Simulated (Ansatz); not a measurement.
**CH6O2Sn: up Jacob's ladder to CCSD(T)**

One table from this session's results is given with a row withheld; the runs are named, their logs left out.

Method: functionals in def2-TZVPP, the program's frozen cores in correlated methods; program: Ansatz 0.2.0, Gaussian basis.

Plan: PBE-D4, r2SCAN-D4, PBE0-D4, B3LYP-D4, ωB97X-V, ωB97M-V, B2PLYP; CCSD(T)/def2-TZVPP; MP2/def2-QZVPP; extrapolation to the limit.

## The relaxed structure

An earlier PBE0-D4 in a triple-zeta def2 set relaxation fixed the geometry. Sn takes the def2 core potential; no spin-orbit term is included.

SMILES `C[O][SnH2][OH]`, 10 atoms, charge 0, spin multiplicity 1.

Atoms are counted from 1 here; the program's logs count them from 0.

Bond lengths: C1–O2 1.404 Å, C1–H5 1.094 Å, C1–H6 1.099 Å, C1–H7 1.099 Å, O2–Sn3 1.962 Å, Sn3–O4 1.952 Å, Sn3–H8 1.707 Å, Sn3–H9 1.707 Å, O4–H10 0.961 Å. Angles: O2–C1–H5 108.3°, O2–C1–H6 112.6°, O2–C1–H7 112.6°, H5–C1–H6 107.6°, H5–C1–H7 107.6°, H6–C1–H7 108.0°, C1–O2–Sn3 121.3°, O2–Sn3–O4 101.0°, O2–Sn3–H8 110.0°, O2–Sn3–H9 109.9°, O4–Sn3–H8 109.7°, O4–Sn3–H9 109.7°, H8–Sn3–H9 115.6°, Sn3–O4–H10 110.9°.

Set-up of the first run:

in.yaml reads:

```yaml
crystal:
  periodic: [false, false, false]
  atoms:
    - {symbol: C, position_ang: [-1.317582, -0.364808, 1.051331]}
    - {symbol: O, position_ang: [-0.760544, 0.140148, -0.134317]}
    - {symbol: Sn, position_ang: [1.175611, 0.095994, -0.451349]}
    - {symbol: O, position_ang: [1.282885, 0.923028, -2.216542]}
    - {symbol: H, position_ang: [-2.402935, -0.236754, 1.003400]}
    - {symbol: H, position_ang: [-0.960192, 0.165970, 1.945109]}
    - {symbol: H, position_ang: [-1.115997, -1.436507, 1.189716]}
    - {symbol: H, position_ang: [1.976615, 1.077595, 0.691950]}
    - {symbol: H, position_ang: [1.713817, -1.521172, -0.539426]}
    - {symbol: H, position_ang: [0.408333, 1.156507, -2.539873]}
basis:
  gaussian: {orbitals: def2-TZVPP}
hamiltonian: {xc: pbe, dispersion: d4}
output: {forces: true, orbitals: {seedname: orbitals}}
```

Run with:

```
> ansatz run in.yaml --threads 2 --pin off --events-out ev --progress --plain --max-ram 22528MiB --backend cpu
```

Among the steps run: PBE-D4 (GGA); r2SCAN-D4 (meta-GGA); PBE0-D4 (hybrid); B3LYP-D4 (hybrid); ωB97X-V (range-separated); ωB97M-V (range-separated); B2PLYP (double hybrid); CCSD(T) in def2-TZVPP; MP2 in def2-QZVPP.

One table of the session follows, with a row left open; its other results are not shown here.

| method | atoms, summed (eV) | atomisation energy (eV) |
| --- | --- | --- |
| PBE-D4 | -11022.308 | 34.501 |
| r2SCAN-D4 | -11028.240 | 34.026 |
| PBE0-D4 | -11023.536 | 33.673 |
| B3LYP-D4 | -11031.290 | 33.907 |
| ωB97X-V | -11026.351 | 34.230 |
| ωB97M-V | -11025.284 | 34.070 |
| B2PLYP | -11019.742 | 33.602 |
| HF/def2-TZVPP | -10984.216 | 23.419 |
| MP2/def2-TZVPP | ? | ? |
| CCSD/def2-TZVPP | -11002.302 | 32.764 |
| CCSD(T)/def2-TZVPP | -11002.675 | 33.320 |
| MP2/CBS | -11012.750 | 34.730 |
| CCSD(T)/CBS | -11014.499 | 34.399 |

Q: Estimate the row for MP2/def2-TZVPP from the others.

As computed: atoms, summed (eV): -11000.926; atomisation energy (eV): 33.652. In the column «atoms, summed (eV)» it lies between CCSD/def2-TZVPP (-11002.302) and HF/def2-TZVPP (-10984.216).
